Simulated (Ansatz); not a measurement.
# RhN: the cost of one run

Computed with Ansatz 0.2.0 (DFT PBE, scalar-relativistic, plane waves, PAW, unless a step's input says otherwise).

1 further run of the same task is left out (set aside as unsound or not needed). Runs told in other sessions of the task aren't counted.

## Step 1: The starting structure

Symmetry: F-43m, No. 216, cubic system. Conventional cell: a = 4.599 Å, b = 4.599 Å, c = 4.599 Å, α = 90.00°, β = 90.00°, γ = 90.00°. Rh (site symmetry -43m) has 4 N at 1.99 Å in its first shell of neighbours. Around N (site symmetry -43m) lie 4 Rh at 1.99 Å.

Coordinates:

```xyz
2
Lattice="0.0000 2.2996 2.2996 2.2996 0.0000 2.2996 2.2996 2.2996 0.0000" Properties=species:S:1:pos:R:3 pbc="T T T"
Rh    0.0000    0.0000    0.0000
N     1.1498    1.1498    1.1498
```

This cell comes from an earlier session at PBE: 12.161 Å³/atom at 0.00 GPa, on a 12×12×12 mesh.

The changes: atom 2 (N) moved 0.02 Å along x; atom 1 (Rh) moved 0.2 Å along y; strain e4 = -0.01, atoms carried along; strain e6 = -0.01, atoms carried along; all atoms moved at random (σ = 0.15 Å), cell strained at random (1 %); all atoms moved at random (σ = 0.03 Å), cell strained at random (1 %).

## Step 2: Atom 2 (N) moved 0.02 Å along x

Input file input.yaml:

```yaml
crystal:
  lattice:
    - [0.0, 2.2995982485, 2.2995982485]
    - [2.2995982485, 0.0, 2.2995982485]
    - [2.2995982485, 2.2995982485, 0.0]
  atoms:
    - { symbol: Rh, position: [0.0, 0.0, 0.0] }
    - { symbol: "N", position: [0.2456514143, 0.2543485857, 0.2543485857] }
basis:
  ecutwfc: 420
  ecutrho_ratio: 4
kpoints:
  mp_grid: { grid: [12, 12, 12] }
hamiltonian:
  xc: pbe
scf:
  occupations: { method: gaussian, width: 0.05 }
output:
  forces: true
  stress: true
  eigenvalues: true
  write_density: true
  write_potential: true
  elf: true
  volumetric_format: npy
```

Command:

```sh
$ ansatz run input.yaml --threads 2 --pin off --max-ram 2662MiB --backend cpu --events-out ev --progress --plain --runs-dir out
```

**Question.** How long does this run take on 2 threads of Arm Neoverse V1, shared host, and how much memory does it need?

About 6.6 s, with a peak of 0.4 GiB.
